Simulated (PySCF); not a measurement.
**CsO₂: doublet, from a side-on start**

Aim: relax CsO₂ as a doublet from a side-on start, check by its vibrations whether the end is a minimum, and collect its spectrum and constants.

Method: PBE0, basis Cs def2-TZVP with ECP46, O def2-TZVP, scalar-relativistic core potentials, no spin–orbit coupling, density fitting; program: PySCF 2.14.0.

### 1 Starting geometry

3 atoms, charge 0, spin multiplicity 2.

Bond lengths: Cs1–O2 3.039 Å, Cs1–O3 3.039 Å, O2–O3 1.440 Å. Angles: O2–Cs1–O3 27.4°, Cs1–O2–O3 76.3°, Cs1–O3–O2 76.3°.

Z-matrix (Å, degrees; charge 0 multiplicity 2):
```
Cs
O  1 3.0385
O  1 3.0385 2 27.41
```

### 2 Finding the electronic state

The steps below are one call of a driver around PySCF. For each, scf.py gives the equivalent set-up of the SCF; relaxations use the driver's own optimiser. After this first run the driver tries any further starts and a stability analysis.

Contents of scf.py:

```python
from pyscf import gto, scf, dft
mol = gto.M(atom='''
Cs     0.000000     0.000000     0.000000
O      0.720000     0.000000     2.952000
O     -0.720000     0.000000     2.952000''',
    basis={'Cs': 'def2-TZVP', 'O': 'def2-TZVP'},
    ecp={'Cs': 'def2-TZVP'},
    charge=0, spin=1)
mf = dft.UKS(mol, xc='PBE0')
mf.grids.atom_grid = (50, 194)
aux = {'Cs': 'def2-universal-JKFIT', 'O': 'def2-universal-JKFIT'}
mf = mf.density_fit(auxbasis=aux)
mf.conv_tol = 1e-08
mf.diis_space = 10
mf.max_cycle = 60
mf.init_guess = 'minao'
mf.verbose = 4
mf.kernel()
```

On the command line:

```console
$ OMP_NUM_THREADS=2 python axn.py task.json out
```

Log:

```text
init E= -166.927794477867
[... the frontier-level lines of each cycle are left out ...]
cycle= 1 E= -170.350544926682  delta_E= -3.42  |g|= 0.337  |ddm|= 1.54
cycle= 2 E= -169.277797505324  delta_E= 1.07  |g|= 1.04  |ddm|= 1.68
cycle= 3 E= -170.394095498189  delta_E= -1.12  |g|= 0.184  |ddm|= 1.63
cycle= 4 E= -170.40844018714  delta_E= -0.0143  |g|= 0.0927  |ddm|= 0.12
cycle= 5 E= -170.413895404485  delta_E= -0.00546  |g|= 0.017  |ddm|= 0.097
cycle= 6 E= -170.414078629737  delta_E= -0.000183  |g|= 0.00266  |ddm|= 0.0243
cycle= 7 E= -170.41408258632  delta_E= -3.96e-06  |g|= 0.000851  |ddm|= 0.00409
cycle= 8 E= -170.41408309263  delta_E= -5.06e-07  |g|= 0.000257  |ddm|= 0.000999
cycle= 9 E= -170.414083132225  delta_E= -3.96e-08  |g|= 4.55e-05  |ddm|= 0.000294
cycle= 10 E= -170.414083134989  delta_E= -2.76e-09  |g|= 1.37e-05  |ddm|= 8.96e-05
Extra cycle  E= -170.414083135346  delta_E= -3.57e-10  |g|= 7.14e-06  |ddm|= 2.98e-05
converged SCF energy = -170.414083135346  <S^2> = 0.75924952  2S+1 = 2.0092282
```

This step, with its further starts and checks, took 8.3 s on 2 threads of Intel Xeon 6975P-C (Granite Rapids), shared host.

The starts that the driver tried:

| start | energy (Eh) |
| --- | --- |
| the minimal-basis guess | -170.414083 |
| a thermally smeared density | -170.414083 |
| a smeared PBE density | -170.414083 |

The test of internal stability and the other starts found no lower solution of this spin.

### 3 Side-on start, doublet: relaxation

The program finds C2v symmetry in the start, which this walk keeps. Threshold on the gradient: 0.0003 Eh/bohr, with a further test on the energy change.

scf.py: that of step 2 with these lines changed.

```diff
@@ -3,3 +3,3 @@
-Cs     0.000000     0.000000     0.000000
-O      0.720000     0.000000     2.952000
-O     -0.720000     0.000000     2.952000''',
+Cs     0.000000     0.000000    -0.572691
+O      0.720000     0.000000     2.379309
+O     -0.720000     0.000000     2.379309''',
@@ -16 +15,0 @@
-mf.init_guess = 'minao'
```

Energy and gradient, step by step:

| step | energy (Eh) | change (kJ/mol) | largest symmetric gradient (Eh/bohr) |
| --- | --- | --- | --- |
| 0 | -170.414083 | 0.00 | 0.07693 |
| 1 | -170.424263 | -26.73 | 0.04345 |
| 2 | -170.427920 | -36.33 | 0.02170 |
| 3 | -170.431369 | -45.38 | 0.01695 |
| 4 | -170.433557 | -51.13 | 0.01350 |
| 5 | -170.434774 | -54.32 | 0.00360 |
| 6 | -170.434858 | -54.54 | 0.00098 |
| 7 | -170.434857 | -54.54 | 0.00006 |

The walk took 10 s.

It settles in C2v symmetry, 54.5 kJ/mol below the start, after 7 steps: Cs–O 2.666 Å (×2), O–O 1.317 Å; Cs–O–O 75.7° (×2), O–Cs–O 28.6°.

### 4 Vibrations and properties at this point

On the finer grid the gradient is checked again; gradients at displacements of ±0.02 bohr then give force constants and infrared intensities.

scf.py: that of step 3 with these lines changed.

```diff
@@ -3,3 +3,3 @@
-Cs     0.000000     0.000000    -0.572691
-O      0.720000     0.000000     2.379309
-O     -0.720000     0.000000     2.379309''',
+Cs     0.000000     0.000000    -0.499881
+O      0.658103     0.000000     2.081636
+O     -0.658103     0.000000     2.081636''',
@@ -10 +10 @@
-mf.grids.atom_grid = (50, 194)
+mf.grids.atom_grid = (75, 302)
@@ -13 +13 @@
-mf.conv_tol = 1e-08
+mf.conv_tol = 1e-10
```

The driver hands on the density of the step before, so the log starts near convergence.

SCF at the final geometry:

```text
init E= -170.435070165777
[... the frontier-level lines of each cycle are left out ...]
cycle= 1 E= -170.435070165775  delta_E= 2.22e-12  |g|= 3.68e-06  |ddm|= 2.51e-06
Extra cycle  E= -170.435070165752  delta_E= 2.31e-11  |g|= 8.97e-06  |ddm|= 5.66e-06
converged SCF energy = -170.435070165752  <S^2> = 0.75727224  2S+1 = 2.0072591
```

The whole step took 24 s.

Geometry: C2v; Cs–O 2.664 Å (×2), O–O 1.316 Å; Cs–O–O 75.7° (×2), O–Cs–O 28.6°.

Harmonic modes (main isotopes):

```json
{"symmetry": "a1", "ω (cm⁻¹)": "267", "IR (km/mol)": "65.1"}
{"symmetry": "b2", "ω (cm⁻¹)": "285", "IR (km/mol)": "4.5"}
{"symmetry": "a1", "ω (cm⁻¹)": "1254", "IR (km/mol)": "19.0"}
```

Every mode is real; the point is a minimum.

Constants and moments:

| Property | Result |
| --- | --- |
| Dipole moment | 8.76 D |
| Highest occupied level | -3.87 eV |
| Lowest empty level | -0.91 eV |
| Rotational constants | 1.217, 0.09811, 0.09079 cm⁻¹ |
| Zero-point energy | 10.8 kJ/mol |
| Principal polarisabilities | 23.6, 33.0, 45.6 bohr³ |
| Atomisation energy without zero-point energy | 677 kJ/mol |
| Principal traceless quadrupole moments about the centre of mass | -15.67, 5.51, 10.16 D Å |
| Entropy at 298.15 K and 1 bar (electronic part: spin only) | 288.3 J/(mol K) |
| Heat capacity Cp at 298.15 K | 48.3 J/(mol K) |
| Enthalpy at 298.15 K above 0 K | 12.32 kJ/mol |
| Rotational symmetry number | 2 |
| Spin squared ⟨S²⟩ | 0.757 |

Populations by atom (charges in e):

```
atom  Mulliken  Löwdin  polar tensor  spin (Mulliken)  Mayer order to Cs1
 Cs1      0.77    0.67          0.92            -0.02                   –
O2,3     -0.39   -0.33         -0.46             0.51                0.18
```

Mulliken populations on Cs1 (outside its core potential): s 2.03, p 6.02, d 0.19.

### 5 Results

| quantity | value |
| --- | --- |
| minimum | doublet, C2v |
| geometry | Cs–O 2.664 Å (×2), O–O 1.316 Å; Cs–O–O 75.7° (×2), O–Cs–O 28.6° |
| wavenumbers (cm⁻¹) | 267 (a1), 285 (b2), 1254 (a1) |
| dipole moment | 8.76 D |
| highest occupied, lowest empty level (either spin) | -3.87, -0.91 eV |
| polar-tensor charge of Cs1 | +0.92 e |
| zero-point energy | 10.8 kJ/mol |
| entropy at 298.15 K | 288.3 J/(mol K) |
| atomisation energy (no zero-point energy) | 677 kJ/mol |
| ⟨S²⟩ | 0.757 |

In words: The side-on start keeps its C2v symmetry and ends in a minimum. In the infrared the band at 267 cm⁻¹ (a1) leads. With 8.8 D the molecule is strongly polar. Other starts or spin states, not run here, may lie lower. With an element this heavy the missing spin–orbit coupling can shift these numbers.

The search up to here took 43 s.
